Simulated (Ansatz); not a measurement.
# Ge2Sb2Te5 (P-3m1) in Ansatz: settings compared

Aim: see how the results for Ge2Sb2Te5 move with the level of theory and the settings. Levels: revPBE, BLYP, r2SCAN. Tasks: band structure.

Everything below comes from runs of Ansatz 0.2.0. Logs are shortened: lines on timing, memory, paths and dates and some standing lists are left out, and cuts for length are marked.

**1. The crystal as given**

Symmetry: P-3m1, No. 164, trigonal system. Conventional cell: a = 4.294 Å, b = 4.294 Å, c = 17.101 Å, α = 90.00°, β = 90.00°, γ = 120.00°. Te (site symmetry 3m) has 3 Sb at 3.01 Å as nearest neighbours. Around Te (site symmetry 3m) lie 3 Ge at 3.00 Å and 3 Sb at 3.20 Å. Te (site symmetry -3m) is surrounded by 6 Ge at 3.04 Å. Around Sb (site symmetry 3m) lie 6 Te at 3.01 to 3.20 Å. Ge (site symmetry 3m) is surrounded by 6 Te at 3.00 to 3.04 Å.

The cell comes from a database or a generator and needn't be the stable form of this composition.

**2. Band structure, revPBE**

File input.yaml:

```yaml
crystal:
  lattice:
    - [4.2940644248, 0.0, 0.0]
    - [-2.1470322124, 3.7187688774, 0.0]
    - [0.0, 0.0, 17.101346]
  atoms:
    - { symbol: Te, position: [0.6666666667, 0.3333333333, 0.419892] }
    - { symbol: Te, position: [0.3333333333, 0.6666666667, 0.580108] }
    - { symbol: Te, position: [0.3333333333, 0.6666666667, 0.201542] }
    - { symbol: Te, position: [0.6666666667, 0.3333333333, 0.798458] }
    - { symbol: Te, position: [0.0, 0.0, 0.0] }
    - { symbol: Sb, position: [0.0, 0.0, 0.320068] }
    - { symbol: Sb, position: [0.0, 0.0, 0.679932] }
    - { symbol: Ge, position: [0.6666666667, 0.3333333333, 0.102895] }
    - { symbol: Ge, position: [0.3333333333, 0.6666666667, 0.897105] }
hamiltonian:
  xc: revpbe
  pseudopotentials: { kind: paw }
kpoints:
  mp_grid: { grid: [7, 7, 2] }
  band_path:
    path:
      - [[0.0, 0.0, 0.0], [0.5, 0.0, 0.0], [0.3333333333, 0.3333333333, 0.0], [0.0, 0.0, 0.0], [0.0, 0.0, 0.5], [0.5, 0.0, 0.5], [0.3333333333, 0.3333333333, 0.5], [0.0, 0.0, 0.5]]
      - [[0.5, 0.0, 0.5], [0.5, 0.0, 0.0]]
      - [[0.3333333333, 0.3333333333, 0.0], [0.3333333333, 0.3333333333, 0.5]]
    npoints: 10
scf:
  occupations: { method: fermi_dirac, width: 0.05 }
  n_extra_bands: 22
output:
  forces: true
  stress: true
  eigenvalues: true
  fatbands: true
  write_density: true
  write_potential: true
  elf: true
  volumetric_format: npy
```

Potentials or basis: Ansatz PAW.

The run is started by

```sh
$ ansatz run input.yaml --threads 4 --pin off --max-ram 11264MiB --backend cpu --events-out ev --progress --plain --runs-dir out
```

What it wrote:

```text
Warning: RAYON_NUM_THREADS=4 ignored (pool sized by the plan → 4); use --threads N
scf.n_extra_bands = 22 over 69 filled bands (N_el = 138.0): the run solves 91 bands
Engine: ansatz 0.2.0, aarch64-unknown-linux-gnu
Pseudopotentials: kind: paw
Pseudopotential: Te, paw, valence charge 16, recommended cutoff 420 eV (normal), Te.paw.azcp
Pseudopotential: Sb, paw, valence charge 15, recommended cutoff 420 eV (normal), Sb.paw.azcp
Pseudopotential: Ge, paw, valence charge 14, recommended cutoff 420 eV (normal), Ge.paw.azcp
Functional definition: revPBE
  parameter kappa = 1.245
  parameter beta = 0.06672455060314922
  exchange = pbe_x(kappa = kappa, mu = beta*pi^2/3)
  correlation = pbe_c(beta = beta)
Crystal: 9 atoms, lattice volume = 273.085 Å³
Basis set: ecut = 420 eV, 5295 PW (Γ), exchange–correlation on 60×60×240 points (8 copies of the dense FFT grid, shifted against one another)
Bands: 91, of which v1, the nominal top of the filled ones, is band 69 counted from 1 (68 counted from 0)
Symmetry: 12 space group operations
Space group: P-3m1 (ITA 164), of the structure as read, at distance tolerance 6.5e-5 Å
k-points: 16 of 98
Non-local potential: Te, projectors of the file, l = 0: 2, l = 1: 2, l = 2: 2, l = 3: 2
Non-local potential: Sb, projectors of the file, l = 0: 2, l = 1: 2, l = 2: 2, l = 3: 2
Non-local potential: Ge, projectors of the file, l = 0: 2, l = 1: 2, l = 2: 3, l = 3: 1
PAW form: soft (Blöchl's): semilocal exchange-correlation on the pseudo side does not see the compensation charge
PAW frozen core: Te, regenerated for the run's functional, and the local potential with it (the file was generated under x = pbe(κ = 0.804, μ = 0.2195149727645171), c = pbe(β = 0.06672455060314922))
PAW frozen core: Sb, regenerated for the run's functional, and the local potential with it (the file was generated under x = pbe(κ = 0.804, μ = 0.2195149727645171), c = pbe(β = 0.06672455060314922))
PAW frozen core: Ge, regenerated for the run's functional, and the local potential with it (the file was generated under x = pbe(κ = 0.804, μ = 0.2195149727645171), c = pbe(β = 0.06672455060314922))
PAW one-centre angular grid: Te, 590 points (default); XC on 64 Gauss nodes
PAW one-centre angular grid: Sb, 590 points (default); XC on 64 Gauss nodes
PAW one-centre angular grid: Ge, 590 points (default); XC on 64 Gauss nodes
Initial density: superposition of atomic densities (neutral atoms: chi_scale 0, normalization atom), corrected by the library's trained network
Initial wavefunctions: pseudopotential atomic-orbital guess
Functional: x = revpbe(κ = 1.245, μ = 0.2195149727645171), c = pbe(β = 0.06672455060314922)
SCF iter   1: F=—  HF=-56511.681417 eV  |F-HF|=—  |Δ(HF+E_count)|=         —  Δρ=1.97e-3  dr2=1.01e-1  ethr=1.77e-3  ⟨swp⟩=6.4  Hψ=5826  notcnv=0  defer=106
preconditioner: auto → Resta (q_TF=auto, 2.435 Å⁻¹)  ε∞=3.6  [insulator: Δε(μ)=0.264 eV  Ē_g=9.712 eV  σ=0.050 eV  W_gap=0.85  n_scr=66 (ndim 8)  ℏωp=15.6 eV  f_vac=0.012  D(μ)=0.10/eV (n_scr^D=0)  ε∞_Penn≈3.6]
SCF iter   2: F=—  HF=-56511.686546 eV  |F-HF|=—  |Δ(HF+E_count)|=   5.13e-3  Δρ=2.14e-3  dr2=3.29e-1  ethr=7.29e-5  ⟨swp⟩=2.8  Hψ=2141  notcnv=0  defer=181
SCF iter   3: F=—  HF=-56511.670867 eV  |F-HF|=—  |Δ(HF+E_count)|=   1.57e-2  Δρ=6.81e-4  dr2=9.25e-3  ethr=7.29e-5  ⟨swp⟩=2.1  Hψ=1542  notcnv=0  defer=181
SCF iter   4: F=—  HF=-56511.671018 eV  |F-HF|=—  |Δ(HF+E_count)|=   1.51e-4  Δρ=3.46e-4  dr2=3.59e-4  ethr=6.70e-6  ⟨swp⟩=1.3  Hψ=1297  notcnv=0  defer=181
SCF iter   5: F=—  HF=-56511.671258 eV  |F-HF|=—  |Δ(HF+E_count)|=   2.40e-4  Δρ=9.72e-5  dr2=5.43e-5  ethr=2.60e-7  ⟨swp⟩=2.0  Hψ=1648  notcnv=0  defer=181
SCF iter   6: F=—  HF=-56511.671115 eV  |F-HF|=—  |Δ(HF+E_count)|=   1.43e-4  Δρ=4.27e-5  dr2=7.48e-6  ethr=3.93e-8  ⟨swp⟩=2.0  Hψ=1820  notcnv=0  defer=189
SCF iter   7: F=—  HF=-56511.671126 eV  |F-HF|=—  |Δ(HF+E_count)|=   1.14e-5  Δρ=1.40e-5  dr2=8.53e-7  ethr=5.42e-9  ⟨swp⟩=2.0  Hψ=1757  notcnv=0  defer=189
SCF iter   8: F=—  HF=-56511.671128 eV  |F-HF|=—  |Δ(HF+E_count)|=   1.83e-6  Δρ=5.83e-6  dr2=1.09e-7  ethr=6.18e-10  ⟨swp⟩=2.0  Hψ=1821  notcnv=0  defer=189
SCF iter   9: F=-56511.671128 eV  HF=-56511.671128 eV  |F-HF|=4.15e-8  |Δ(HF+E_count)|=   2.12e-7  Δρ=2.20e-6  dr2=1.53e-8  ethr=7.25e-11  ⟨swp⟩=20.2  Hψ=11844  notcnv=0
SCF 1 converged in 9 iterations: F = -56511.671128 eV  dr2 = 1.53e-8
NSCF: frozen V_eff on 93 k-points
SCF converged after 9 iterations
Free energy (F): -56511.671128 eV
Harris-Foulkes:  -56511.671128 eV  (|F-HF|=4.15e-8)
Internal energy: -56511.670076 eV  (E = F + TS)
E sigma→0 (E₀):  -56511.670602 eV
Entropy (-TS):   -0.001053 eV (-0.117 meV/atom)
Fermi energy:    9.390398 eV
--- Per-component energies (eV) ---
  E_band       = -1929.397908
  E_kinetic    = 1528.328755
  E_local      = -14569.156907  (includes V_loc(G=0)·N_el)
  E_nonlocal   = -6.930329
  E_hartree    = 7719.922208
  E_xc         = -1047.873576
  E_vxc        = -837.401802  (∫ρ·V_xc dr)
  E_paw        = -36539.911688  (= ΣΔE_a)
  E_vpaw       = -3484.073995  (= ΣTr[D̂ρ^β])
  E_aug_tail   = -0.000313  (compensation charges beyond the density's cutoff)
  E_ewald      = -13595.634202
  E_core_change = -0.414024  (= ΣΔE_core)
  E_smearing   = -0.001053  (= −TS)
  E_closure    = 0.000000  (closes the sum)
  Σ components = -56511.671128   (vs F -56511.671128, Δ=0.00e0)
--- Forces (eV/Å), atoms counted from 1 ---
  atom   1  Te     0.00000000     0.00000000    -0.04738291
  atom   2  Te    -0.00000000    -0.00000000     0.04738291
  atom   3  Te     0.00000000     0.00000000    -0.03955667
  atom   4  Te    -0.00000000    -0.00000000     0.03955667
  atom   5  Te     0.00000000     0.00000000     0.00000000
  atom   6  Sb     0.00000000    -0.00000000    -0.07197560
  atom   7  Sb    -0.00000000     0.00000000     0.07197560
  atom   8  Ge     0.00000000    -0.00000000    -0.09302974
  atom   9  Ge    -0.00000000     0.00000000     0.09302974
  max |Σ_I F_I| component: 6.94e-18 eV/Å
--- Stress (GPa, compression-positive) ---
        1.279166       0.000000      -0.000000
       -0.000000       1.279166      -0.000000
       -0.000000      -0.000000       1.348794
  P = ⅓ Tr σ = 1.3024 GPa (13.024 kbar)
--- Band table (eV; the first three rows and the last of 16) ---
  k-point 0: bands = ["-27.8810", "-27.8810", "-27.8797", "-27.8797", "-27.8737", "-27.8737", "-27.8704", "-27.8702", "-27.8702", "-27.8693", "-27.6533", "-27.6533", "-27.6488", "-27.6488", "-27.6488", "-27.6488", "-27.6331", "-27.6331", "-27.6331", "-27.6331", "-27.5303", "-27.5299", "-27.5299", "-27.5275", "-27.5275", "-20.4986", "-20.4986", "-20.4986", "-20.4986", "-20.4958", "-20.4958", "-20.4928", "-20.4928", "-20.4928", "-20.4928", "-15.7044", "-15.7044", "-15.7036", "-15.7036", "-15.7013", "-15.7011", "-15.7005", "-15.7005", "-15.6997", "-15.6997", "-3.8688", "-3.5934", "-3.2523", "-2.4779", "-2.1554", "0.6440", "0.7101", "2.3755", "3.4275", "6.5847", "7.1483", "7.1483", "7.2810", "7.2810", "7.3328", "7.6614", "7.6614", "7.6978", "7.6978", "7.9960", "7.9960", "8.1502", "8.4574", "9.2800", "9.5515", "9.5515", "9.6250", "10.1909", "10.1909", "10.2831", "10.7715", "10.7715", "10.9425", "12.0060", "12.0413", "12.0413", "14.1650", "14.1746", "14.6998", "14.6998", "14.7763", "14.7763", "15.0360", "15.3015", "16.1696", "16.1696"]
  k-point 1: bands = ["-27.8810", "-27.8810", "-27.8797", "-27.8797", "-27.8737", "-27.8737", "-27.8704", "-27.8702", "-27.8702", "-27.8693", "-27.6533", "-27.6533", "-27.6488", "-27.6488", "-27.6488", "-27.6488", "-27.6331", "-27.6331", "-27.6331", "-27.6331", "-27.5303", "-27.5299", "-27.5299", "-27.5275", "-27.5275", "-20.4986", "-20.4986", "-20.4986", "-20.4986", "-20.4958", "-20.4958", "-20.4928", "-20.4928", "-20.4928", "-20.4928", "-15.7044", "-15.7044", "-15.7036", "-15.7036", "-15.7013", "-15.7011", "-15.7005", "-15.7005", "-15.6997", "-15.6997", "-3.8239", "-3.7071", "-3.0460", "-2.7589", "-1.9798", "0.2540", "1.2774", "2.0423", "3.5820", "6.4442", "7.1505", "7.1505", "7.2771", "7.2771", "7.6081", "7.6081", "7.6336", "7.8201", "7.8201", "7.8617", "7.9171", "7.9171", "8.5967", "9.1456", "9.7754", "9.7754", "9.8446", "9.8446", "9.8675", "10.0808", "10.9775", "10.9775", "11.0001", "11.9524", "11.9524", "12.0131", "14.1193", "14.2581", "14.5361", "14.5361", "14.6304", "15.1476", "15.1476", "15.5873", "15.5873", "16.0507"]
  k-point 2: bands = ["-27.8809", "-27.8808", "-27.8796", "-27.8793", "-27.8739", "-27.8739", "-27.8707", "-27.8701", "-27.8701", "-27.8689", "-27.6532", "-27.6532", "-27.6489", "-27.6489", "-27.6489", "-27.6489", "-27.6331", "-27.6331", "-27.6328", "-27.6328", "-27.5302", "-27.5300", "-27.5299", "-27.5275", "-27.5272", "-20.4987", "-20.4987", "-20.4978", "-20.4978", "-20.4954", "-20.4954", "-20.4934", "-20.4934", "-20.4929", "-20.4929", "-15.7049", "-15.7043", "-15.7039", "-15.7034", "-15.7012", "-15.7010", "-15.7004", "-15.7003", "-15.6998", "-15.6995", "-3.6897", "-3.4180", "-3.0886", "-2.3491", "-2.0473", "0.6680", "0.7115", "2.0987", "3.0193", "5.7510", "6.1264", "6.2837", "6.6770", "6.7094", "6.7952", "6.9190", "7.3217", "7.6097", "7.6431", "7.9785", "8.1292", "8.1899", "8.4755", "9.0553", "9.8274", "9.8727", "10.2967", "10.4164", "10.5600", "10.6874", "11.2414", "11.2601", "11.7474", "12.2316", "12.2790", "12.6655", "13.4902", "14.0076", "14.1034", "14.7735", "14.8714", "14.9686", "15.2777", "15.4532", "15.9103", "16.4876"]
  k-point 15: bands = ["-27.8803", "-27.8794", "-27.8789", "-27.8780", "-27.8753", "-27.8736", "-27.8727", "-27.8696", "-27.8685", "-27.8682", "-27.6525", "-27.6525", "-27.6493", "-27.6493", "-27.6492", "-27.6491", "-27.6324", "-27.6324", "-27.6319", "-27.6319", "-27.5303", "-27.5301", "-27.5295", "-27.5269", "-27.5264", "-20.4974", "-20.4974", "-20.4959", "-20.4959", "-20.4953", "-20.4953", "-20.4943", "-20.4943", "-20.4932", "-20.4932", "-15.7060", "-15.7053", "-15.7046", "-15.7037", "-15.7005", "-15.7003", "-15.6996", "-15.6995", "-15.6993", "-15.6988", "-2.0917", "-1.9746", "-1.7834", "-1.7567", "-1.5575", "-0.2983", "-0.2808", "0.9165", "0.9777", "4.2593", "4.2834", "4.6025", "4.6689", "4.8190", "5.3748", "5.5497", "5.8381", "6.0003", "6.7003", "6.9354", "7.6689", "7.9333", "8.1988", "8.4051", "10.2109", "10.3150", "10.8419", "10.9374", "11.6200", "11.7766", "12.7149", "12.9303", "12.9442", "13.7704", "14.1159", "14.2933", "14.3723", "14.4687", "14.5562", "14.5893", "15.3405", "16.1289", "16.2185", "16.5569", "16.6926", "16.8456"]
```

Run time: 44 s. Hardware: 4 threads of Arm Neoverse V1, shared host; peak memory 1.6 GiB.

Results:

```
Free energy             : -56511.6711 eV
Pressure                : 1.3 GPa
Largest force           : 0.093 eV/Å
Band gap on the k mesh  : 0.27 eV, direct
Band gap along the path : 0.26 eV, indirect (least direct gap 0.27 eV)
```

Forces in eV/Å, atoms in the order of the input:
```
Te   0.000  0.000 -0.047
Te   0.000  0.000  0.047
Te   0.000  0.000 -0.040
Te   0.000  0.000  0.040
Te   0.000  0.000  0.000
Sb   0.000  0.000 -0.072
Sb   0.000  0.000  0.072
Ge   0.000  0.000 -0.093
Ge   0.000  0.000  0.093
```

Levels at the corners of the path, in eV from the valence-band top:
```csv
point,band 66,band 67,band 68,band 69,band 70,band 71,band 72,band 73
Γ,-1.28,-1.13,-0.82,0.00,0.27,0.27,0.35,0.91
M,-1.63,-1.54,-1.31,-0.82,0.47,0.97,1.02,1.27
K,-2.32,-0.78,-0.78,-0.68,0.71,0.71,0.95,2.67
Γ,-1.28,-1.13,-0.82,0.00,0.27,0.27,0.35,0.91
A,-1.36,-1.36,-0.68,-0.13,0.50,0.50,0.56,0.56
L,-2.08,-1.82,-1.31,-0.55,0.36,0.56,1.56,1.62
H,-1.72,-1.35,-1.35,-1.27,1.54,1.54,1.72,1.72
A,-1.36,-1.36,-0.68,-0.13,0.50,0.50,0.56,0.56
L,-2.08,-1.82,-1.31,-0.55,0.36,0.56,1.56,1.62
M,-1.63,-1.54,-1.31,-0.82,0.47,0.97,1.02,1.27
K,-2.32,-0.78,-0.78,-0.68,0.71,0.71,0.95,2.67
H,-1.72,-1.35,-1.35,-1.27,1.54,1.54,1.72,1.72
```

Caveat: spin-orbit coupling is left out, which moves the levels of the heavy elements; the PAW data sets come from PBE, with cores solved anew for the run's functional, which leaves a small shift of forces and pressure.

**3. Band structure, BLYP**

input.yaml, as its differences from that of step 2:

```diff
@@ -16,3 +16,3 @@
 hamiltonian:
-  xc: revpbe
+  xc: blyp
   pseudopotentials: { kind: paw }
@@ -33,3 +33,3 @@
   eigenvalues: true
-  fatbands: true
+  fatbands: false
   write_density: true
```

Potentials or basis: Ansatz PAW.

The run is started by

```sh
$ ansatz run input.yaml --threads 4 --pin off --max-ram 11264MiB --backend cpu --events-out ev --progress --plain --runs-dir out
```

Wall time 25 s (4 threads of Arm Neoverse V1, shared host); peak memory 1.6 GiB.

The run converged. Its results:

```
Free energy             : -56599.2835 eV
Pressure                : 4.3 GPa
Largest force           : 0.097 eV/Å
Band gap on the k mesh  : 0.30 eV, direct
Band gap along the path : 0.28 eV, indirect (least direct gap 0.30 eV)
```

Forces on the atoms (eV/Å):
```
Te   0.000  0.000  0.059
Te   0.000  0.000 -0.059
Te   0.000  0.000 -0.038
Te   0.000  0.000  0.038
Te   0.000  0.000  0.000
Sb   0.000  0.000 -0.021
Sb   0.000  0.000  0.021
Ge   0.000  0.000 -0.097
Ge   0.000  0.000  0.097
```

Stress tensor (GPa, compression positive):
```
4.37 0.00 0.00
0.00 4.37 0.00
0.00 0.00 4.28
```

Levels at the corners of the path, in eV from the valence-band top:
```
point  band 67  band 68  band 69  band 70  band 71  band 72
    Γ    -1.14    -0.83     0.00     0.30     0.30     0.41
    M    -1.49    -1.27    -0.80     0.51     1.03     1.05
    K    -0.77    -0.77    -0.67     0.73     0.73     0.96
    Γ    -1.14    -0.83     0.00     0.30     0.30     0.41
    A    -1.31    -0.69    -0.12     0.53     0.53     0.58
    L    -1.76    -1.26    -0.54     0.41     0.58     1.58
    H    -1.32    -1.32    -1.24     1.54     1.54     1.70
    A    -1.31    -0.69    -0.12     0.53     0.53     0.58
    L    -1.76    -1.26    -0.54     0.41     0.58     1.58
    M    -1.49    -1.27    -0.80     0.51     1.03     1.05
    K    -0.77    -0.77    -0.67     0.73     0.73     0.96
    H    -1.32    -1.32    -1.24     1.54     1.54     1.70
```

Caveat: spin-orbit coupling is left out, which moves the levels of the heavy elements; the PAW data sets come from PBE, with cores solved anew for the run's functional, which leaves a small shift of forces and pressure.

**4. Band structure, r2SCAN**

input.yaml, as its differences from that of step 3:

```diff
@@ -16,3 +16,3 @@
 hamiltonian:
-  xc: blyp
+  xc: r2scan
   pseudopotentials: { kind: paw }
@@ -34,5 +34 @@
   fatbands: false
-  write_density: true
-  write_potential: true
-  elf: true
-  volumetric_format: npy
```

The run is started by

```sh
$ ansatz run input.yaml --threads 4 --pin off --max-ram 11264MiB --backend cpu --events-out ev --progress --plain --runs-dir out
```

Run time: 44 s. Hardware: 4 threads of Arm Neoverse V1, shared host; peak memory 2.1 GiB.

It converged, with:

```yaml
Free_energy: -56578.7865 eV
Pressure: -0.5 GPa
Largest_force: 0.266 eV/Å
Band_gap_on_the_k_mesh: 0.22 eV, direct
Band_gap_along_the_path: 0.22 eV, direct
```

Forces on the atoms (eV/Å):
```
Te   0.000  0.000 -0.266
Te   0.000  0.000  0.266
Te   0.000  0.000 -0.068
Te   0.000  0.000  0.068
Te   0.000  0.000  0.000
Sb   0.000  0.000  0.009
Sb   0.000  0.000 -0.009
Ge   0.000  0.000 -0.089
Ge   0.000  0.000  0.089
```

Stress tensor (GPa, compression positive):
```
-0.51  0.00  0.00
 0.00 -0.51  0.00
 0.00  0.00 -0.38
```

Levels at the corners of the path, in eV from the valence-band top:
```tsv
point	band 66	band 67	band 68	band 69	band 70	band 71	band 72	band 73
Γ	-1.46	-1.12	-0.84	0.00	0.22	0.22	0.48	0.88
M	-1.80	-1.73	-1.40	-0.84	0.49	1.00	1.07	1.27
K	-2.46	-0.90	-0.90	-0.77	0.75	0.75	0.99	2.75
Γ	-1.46	-1.12	-0.84	0.00	0.22	0.22	0.48	0.88
A	-1.54	-1.49	-0.65	-0.12	0.45	0.45	0.53	0.53
L	-2.18	-1.98	-1.49	-0.58	0.44	0.53	1.64	1.73
H	-1.85	-1.45	-1.45	-1.39	1.57	1.57	1.79	1.82
A	-1.54	-1.49	-0.65	-0.12	0.45	0.45	0.53	0.53
L	-2.18	-1.98	-1.49	-0.58	0.44	0.53	1.64	1.73
M	-1.80	-1.73	-1.40	-0.84	0.49	1.00	1.07	1.27
K	-2.46	-0.90	-0.90	-0.77	0.75	0.75	0.99	2.75
H	-1.85	-1.45	-1.45	-1.39	1.57	1.57	1.79	1.82
```

Caveat: spin-orbit coupling is left out, which moves the levels of the heavy elements; the PAW data sets come from PBE, with cores solved anew for the run's functional, which leaves a small shift of forces and pressure.

**5. The runs side by side**

| level | cutoff (eV) | gap on the mesh (eV) | pressure (GPa) | largest force (eV/Å) |
| --- | --- | --- | --- | --- |
| revPBE | 420 | 0.27 | 1.3 | 0.09 |
| BLYP | 420 | 0.30 | 4.3 | 0.10 |
| r2SCAN | 500 | 0.22 | -0.5 | 0.27 |

Alike in all rows: task band structure; potentials or basis Ansatz PAW; no spin polarisation; cell as given; k mesh 7 × 7 × 2; smearing fermi-dirac 0.05 eV.

On the cell as given the gap runs from 0.22 eV (r2SCAN) to 0.28 eV (BLYP). The pressure there spans -0.5 GPa (r2SCAN) to 4.3 GPa (BLYP); a positive pressure means that this level wants a larger cell, a negative one a smaller.

Caveats: spin-orbit coupling is left out, which moves the levels of the heavy elements; the PAW data sets come from PBE, with cores solved anew for the run's functional, which leaves a small shift of forces and pressure.

Total energies depend on the potentials used, so only differences within one code and one set of settings carry meaning.
